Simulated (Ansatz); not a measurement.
# ClGeH₃O, SMILES [OH][GeH2][Cl]: a polarisability from point charges

Program: Ansatz 0.2.0 through its Python package.

Notebook, run cell by cell (the value of a cell's last expression is shown):

In [1]:
```python
import ansatz as az
import numpy as np
```

In [2]:
```python
GEOMETRY = """
O    -0.60720   -1.35870    0.07150
Ge    0.31290    0.18160    0.15850
Cl   -1.03450    1.90380    0.16010
H    -1.05160   -1.23690   -0.81300
H     1.26490    0.26220   -1.08320
H     1.15750    0.18400    1.45990
"""
```

In [3]:
```python
geometry = az.Crystal.molecule()
for line in GEOMETRY.strip().splitlines():
    symbol, *xyz = line.split()
    geometry = geometry.atom(symbol, [float(v) for v in xyz])
```

In [4]:
```python
calculation = geometry.calculation().basis(gaussian="def2-SVPD").functional("HF").forces()
# charges +q and -q at -R and +R make a nearly even field 2 k q / R^2 at the centre
centre = np.mean([site.position_ang for site in geometry.cartesian_sites], axis=0)
field = 2 * 14.399645 * 3.0 / 30.0 ** 2
```

In [5]:
```python
def dipole(axis, sign):
    arm = 30.0 * np.eye(3)[axis]
    pair = [{"charge": sign * 3.0, "position_ang": (centre - arm).tolist()}, {"charge": -sign * 3.0, "position_ang": (centre + arm).tolist()}]
    deck = calculation.input().set(az.key.basis.gaussian.point_charges, pair)
    return np.array(az.Session.from_dict(deck).plan().execute().report["charge_distribution"]["dipole_moment_e_ang"])
```

In [6]:
```python
print(f"field {field:.4f} V/A")
alpha = np.array([(dipole(axis, 1) - dipole(axis, -1)) / (2 * field) * 14.399645 for axis in range(3)])
print("polarisability tensor (A^3)")
print(np.array2string(alpha, precision=3, suppress_small=True))
print(f"mean {np.trace(alpha) / 3:.3f} A^3 = {np.trace(alpha) / 3 / 0.14818471:.2f} bohr^3")
```
```text
field 0.0960 V/A
polarisability tensor (A^3)
[[ 6.838 -0.666  0.076]
 [-0.673  7.379  0.101]
 [ 0.079  0.1    6.245]]
mean 6.821 A^3 = 46.03 bohr^3
```

Reading the output:
- These settings explore the input space; basis and method may be short of convergence.
- The geometry is a force-field or estimated start, not a minimum of this method, and the basis set is short of its limit. The field of two point charges is only nearly even.
- Finished in 12 s on 1 thread of Arm Neoverse V2, with other jobs on the host, peak memory 0.29 GiB.
